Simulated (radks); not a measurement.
# Ionisation of S: one atom, several choices of exchange strength α

The task here is to estimate one member of a computed series from the others.

Program: radks (a radial shooting solver on a logarithmic mesh, Libxc functionals) version 1. Level of theory: non-relativistic Kohn-Sham, spin-polarised, spherical densities, point nucleus; open shells are filled with parallel spins first. These are calculated values, not measurements, unless marked.

## Starting point

| Item | Value |
| --- | --- |
| element | sulfur (Z = 16) |
| charge | 0 |
| electrons | 16 |
| configuration | [Ne] 3s2 3p4 |
| ion | S⁺, [Ne] 3s2 3p3 |
| choices | α = 0.603; α = 0.614; α = 0.667; α = 0.699; α = 0.932; α = 0.973 |

The outer shells:

S
```
[Ne] core
3s [↑↓]
3p [↑↓][↑ ][↑ ]
```

S⁺
```
[Ne] core
3s [↑↓]
3p [↑ ][↑ ][↑ ]
```

The first run:

Input:

```text
Z 16
configuration [Ne] 3s2 3p4
relativity non-relativistic
functional xalpha 0.603
spin polarised
nucleus point
```

Steps of the session up to this table: α = 0.603: S.

One of the session's tables, all rows but one given; the rest of the session is left out.

It belongs to the step «α = 0.603: S». Radial moments (bohr):

| level | <r> | outermost maximum (interpolated) | 90 % within | nodes |
| --- | --- | --- | --- | --- |
| 2s up | 0.4856 | 0.392 | 0.762 | 1 |
| 2s down | 0.4852 | 0.393 | 0.761 | 1 |
| 2p up | 0.4471 | 0.327 | 0.746 | 0 |
| 2p down | 0.4466 | 0.327 | 0.745 | 0 |
| 3s up | ? | ? | ? | ? |
| 3s down | 1.729 | 1.42 | 2.66 | 2 |
| 3p up | 2.109 | 1.61 | 3.37 | 1 |
| 3p down | 2.213 | 1.63 | 3.61 | 1 |

**Question.** Estimate the row for 3s up.

**Answer.** <r>: 1.714; outermost maximum (interpolated): 1.42; 90 % within: 2.62; nodes: 2. In the column «<r>» it lies between 2s up (0.4856) and 3s down (1.729).

Caveats from the session: Open shells are spherical and high-spin; term and fine-structure splittings are not resolved.
